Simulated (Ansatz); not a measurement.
# Be4: the cost of one run

Program: Ansatz 0.2.0. Level of theory: CCSD(T) on Hartree-Fock, Gaussian basis aug-cc-pVTZ, and further levels as typed in the inputs. These are calculated values, not measurements.

3 further runs of the same task are left out: 3 that didn't finish.

**1. Starting point**

Bond lengths: Be1–Be2 2.049 Å, Be1–Be3 2.049 Å, Be2–Be3 2.049 Å, Be1–Be4 2.049 Å, Be2–Be4 2.049 Å, Be3–Be4 2.049 Å. Angles: Be1–Be2–Be3 60.0°, Be1–Be2–Be4 60.0°, Be3–Be2–Be4 60.0°, Be2–Be1–Be3 60.0°, Be2–Be1–Be4 60.0°, Be3–Be1–Be4 60.0°, Be1–Be3–Be2 60.0°, Be1–Be3–Be4 60.0°, Be2–Be3–Be4 60.0°, Be1–Be4–Be2 60.0°, Be1–Be4–Be3 60.0°, Be2–Be4–Be3 60.0°.

As a file:

```xyz
4

Be    0.7245    0.7245    0.7245
Be    0.7245   -0.7245   -0.7245
Be   -0.7245    0.7245   -0.7245
Be   -0.7245   -0.7245    0.7245
```

**2. Harmonic vibrations: Be4**

It takes the final geometry of an earlier run.

File input.yaml:

```yaml
crystal:
  periodic: [false, false, false]
  atoms:
    - { symbol: Be, position_ang: [0.72449645, 0.72449615, 0.72449616] }
    - { symbol: Be, position_ang: [0.72449647, -0.72449616, -0.72449615] }
    - { symbol: Be, position_ang: [-0.72449647, 0.72449603, -0.72449603] }
    - { symbol: Be, position_ang: [-0.72449645, -0.72449602, 0.72449603] }
basis:
  gaussian: { orbitals: aug-cc-pVTZ }
hamiltonian:
  xc: hf
correlation:
  method: ccsd_t
phonons: {}
```

On the command line:

```sh
$ ansatz run input.yaml --threads 4 --pin off --max-ram 12288MiB --backend cpu --events-out ev --progress --plain --runs-dir out
```

Q: Estimate wall time and peak memory on 4 threads of Intel Xeon Platinum 8375C at 2.90GHz (Ice Lake), shared host.

About 8.8 min, with a peak of 4.2 GiB.
